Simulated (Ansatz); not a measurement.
# SiBr: the cost of one run

Program: Ansatz 0.2.0. Level of theory: DFT PBE, scalar-relativistic, plane waves, PAW. These are calculated values, not measurements.

1 further run of the same task is left out (set aside as unsound or not needed). Runs told in other sessions of the task aren't counted.

### Step 1. The starting structure

Symmetry: Pmmm, No. 47, orthorhombic system. Conventional cell: a = 3.242 Å, b = 3.698 Å, c = 4.153 Å, α = 90.00°, β = 90.00°, γ = 90.00°. Si (site symmetry mmm) has 4 Br at 2.78 Å in its first shell of neighbours. Br (site symmetry mmm) is surrounded by 4 Si at 2.78 Å.

Coordinates:

```cif
data_structure
_symmetry_space_group_name_H-M 'P 1'
_symmetry_Int_Tables_number 1
_cell_length_a 3.2425
_cell_length_b 3.6977
_cell_length_c 4.1526
_cell_angle_alpha 90.000
_cell_angle_beta 90.000
_cell_angle_gamma 90.000
_cell_volume 49.79
loop_
_atom_site_label
_atom_site_type_symbol
_atom_site_fract_x
_atom_site_fract_y
_atom_site_fract_z
_atom_site_occupancy
Si1 Si 0.00000 0.00000 0.00000 1
Br1 Br 0.00000 0.50000 0.50000 1
```

It is the end of an earlier relaxation with the same method, from a generated guess; it is a trial structure. At a tolerance of 0.05 Å it has space group Pmmm (No. 47); it has 24.89 Å³/atom, an uncorrected energy of +0.43 eV/atom over the elements.

### Step 2. Bands, states and charges

input.yaml reads:

```yaml
crystal:
  lattice:
    - [3.2424653738, 0.0, 0.0]
    - [0.0, 3.6977499458, 0.0]
    - [0.0, 0.0, 4.1525540546]
  atoms:
    - { symbol: Si, position: [0.0, 0.0, 0.0] }
    - { symbol: Br, position: [0.0, 0.5, 0.5] }
basis:
  ecutwfc: 420
kpoints:
  mp_grid: { grid: [16, 14, 14] }
  band_path:
    path:
      - [[0.0, 0.0, 0.0], [0.5, 0.0, 0.0], [0.5, 0.5, 0.0], [0.0, 0.5, 0.0], [0.0, 0.0, 0.0], [0.0, 0.0, 0.5], [0.5, 0.0, 0.5], [0.5, 0.5, 0.5], [0.0, 0.5, 0.5], [0.0, 0.0, 0.5]]
      - [[0.5, 0.0, 0.0], [0.5, 0.0, 0.5]]
      - [[0.0, 0.5, 0.0], [0.0, 0.5, 0.5]]
      - [[0.5, 0.5, 0.0], [0.5, 0.5, 0.5]]
    npoints: 14
hamiltonian:
  xc: pbe
scf:
  occupations: { method: gaussian, width: 0.1 }
  n_extra_bands: 6
output:
  forces: true
  stress: true
  eigenvalues: true
  populations: true
  dos: { projected: true, de: 0.02, nscf_kmesh: { grid: [20, 17, 17] } }
  bader: true
  write_density: true
  write_potential: true
  elf: true
  volumetric_format: npy
```

Run with:

```sh
> ansatz run input.yaml --threads 1 --pin off --max-ram 2560MiB --backend cpu --events-out ev --progress --plain --runs-dir out
```

What time and memory should one allow on 1 thread of Intel Xeon 6975P-C (Granite Rapids), shared host?

About 31 s, with a peak of 0.67 GiB.
